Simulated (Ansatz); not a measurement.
Write a Python script for the Ansatz DFT code, driven from Python that makes a convergence test of the plane-wave cutoff of Nb3In, space group Cmmm. Level of theory (first run): r2SCAN, PAW, cutoff 250 eV, 8×8×3 k-points, Fermi-Dirac smearing of 0.1 eV. The script varies cutoff (eV): 250, 350, 450, 550, 650.

```
CELL_PARAMETERS angstrom
1.73763 -2.32510 0.00000
1.73763 2.32510 0.00000
0.00000 0.00000 9.45286
ATOMIC_POSITIONS crystal
Nb 0.50000 0.50000 0.74332
Nb 0.00000 0.00000 0.50000
Nb 0.50000 0.50000 0.25668
In 0.00000 0.00000 0.00000
```

`ecut_nb3in.py`
```python
"""Convergence of Nb3In with the plane-wave cutoff."""

import ansatz as az
from ase import Atoms
from tabulate import tabulate

atoms = Atoms(
    ["Nb", "Nb", "Nb", "In"],
    scaled_positions=[
        (0.5, 0.5, 0.743316),
        (0.0, 0.0, 0.5),
        (0.5, 0.5, 0.256684),
        (0.0, 0.0, 0.0),
    ],
    cell=[
        (1.737628, -2.325104, 0.0),
        (1.737628, 2.325104, 0.0),
        (0.0, 0.0, 9.452865),
    ],
    pbc=True,
)
cell = az.Crystal.from_ase(atoms)

base = (
    cell.calculation()
    .functional("r2scan")
    .kpoints(8, 8, 3)  # the mesh must be finer for metals
    .occupations("fermi_dirac", width=0.1)
    .scf(tolerance=1e-10)
    .forces()
    .stress()  # positive in compression
)

rows = []
for value in [250, 350, 450, 550, 650]:
    summary = base.basis(value).run(threads=1, backend="cpu").report
    rows.append((value, summary["free_energy_ev"] / len(summary["lattice"]["sites"]), summary["n_iterations"], sum(summary["stress_gpa"][i][i] for i in range(3)) / 3, max(abs(f) for row in summary["forces_ev_ang"] for f in row), summary["n_pw"]))

print(tabulate(rows, headers=["cutoff (eV)", "F/atom (eV)", "iterations", "P (GPa)", "max component (eV/A)", "plane waves"], floatfmt=".4f", tablefmt="grid"))

# the last row is the reference
for row in rows[:-1]:
    shift = 1000 * (row[1] - rows[-1][1])
    print(f"{row[0]}: {shift:+.2f} meV/atom" + ("  (within 1 meV)" if abs(shift) < 1 else ""))
```

Output of `python ecut_nb3in.py`:
```text
DeckWarning: basis.ecutwfc = 250 eV is below the records' recommended 500 eV, and the density's cutoff is lower with it unless basis.ecutrho_ratio is high enough to keep the records' density cutoff: compare with a run at a higher cutoff
DeckWarning: basis.ecutwfc = 350 eV is below the records' recommended 500 eV, and the density's cutoff is lower with it unless basis.ecutrho_ratio is high enough to keep the records' density cutoff: compare with a run at a higher cutoff
DeckWarning: basis.ecutwfc = 450 eV is below the records' recommended 500 eV, and the density's cutoff is lower with it unless basis.ecutrho_ratio is high enough to keep the records' density cutoff: compare with a run at a higher cutoff
+---------------+---------------+--------------+-----------+------------------------+---------------+
|   cutoff (eV) |   F/atom (eV) |   iterations |   P (GPa) |   max component (eV/A) |   plane waves |
+===============+===============+==============+===========+========================+===============+
|           250 |    -4825.1862 |           10 |   -1.9302 |                 0.1399 |           693 |
+---------------+---------------+--------------+-----------+------------------------+---------------+
|           350 |    -4825.6874 |           10 |   -1.6076 |                 0.1125 |          1139 |
+---------------+---------------+--------------+-----------+------------------------+---------------+
|           450 |    -4825.6942 |           10 |   -1.5914 |                 0.1110 |          1599 |
+---------------+---------------+--------------+-----------+------------------------+---------------+
|           550 |    -4825.6970 |           10 |   -1.5739 |                 0.1095 |          2235 |
+---------------+---------------+--------------+-----------+------------------------+---------------+
|           650 |    -4825.6982 |           10 |   -1.5836 |                 0.1095 |          2833 |
+---------------+---------------+--------------+-----------+------------------------+---------------+
250: +512.01 meV/atom
350: +10.81 meV/atom
450: +4.03 meV/atom
550: +1.22 meV/atom
```
(Warnings from the package without file and line.)

Reading the output:
- For a metal this k-point mesh is coarse: on a finer one energies can move by several to tens of meV an atom and pressures by half a GPa or more, differences at one mesh by less.
- Pressure is positive in compression.
- This cell is a computed structure, which may not be the phase found in nature.
- Shifts are counted from the last row, which is itself no proven limit.
- It ran for 70 s on 1 thread of Arm Neoverse V1, on a shared host, peak memory 0.73 GiB.
